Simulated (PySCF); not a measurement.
Molecule: C2FCl2H3, in a box.

```
C F Cl H
1.0
    12.00000    0.00000    0.00000
     0.00000   13.00000    0.00000
     0.00000    0.00000   13.00000
C F Cl H
2 1 2 3
Direct
  0.47656 0.44315 0.57094
  0.50430 0.51217 0.48190
  0.61465 0.53155 0.47989
  0.46832 0.45340 0.36308
  0.43426 0.63208 0.49253
  0.50130 0.48116 0.64215
  0.52226 0.37115 0.56245
  0.38751 0.42751 0.57258
```

Base run:

| Quantity | Value |
| --- | --- |
| Program | PySCF 2.14.0 |
| Functional | B3LYP |
| Dispersion | D3 |
| Potentials or basis | cc-pvdz (all-electron) |
| k mesh | 1 × 1 × 1 |
| Occupations | fixed |
| Spin | no spin polarisation |

Its results: gap between the frontier levels 8.32 eV.

Problem. After a change of settings the same cell gave: gap between the frontier levels 8.10 eV. Which change was it?
A. functional from B3LYP to RPBE
B. functional from B3LYP to HSE03
C. functional from B3LYP to PBE; dispersion from D3 to none
D. functional from B3LYP to PW91; dispersion from D3 to D3(BJ)

Solution. B.

Caveats: this is a molecule in a periodic box at the Γ point, so its band gap is the HOMO-LUMO gap; the basis of atomic orbitals isn't converged, which shifts pressures, moduli and gaps; this program's HSE differs a little from the usual definition (some runs).
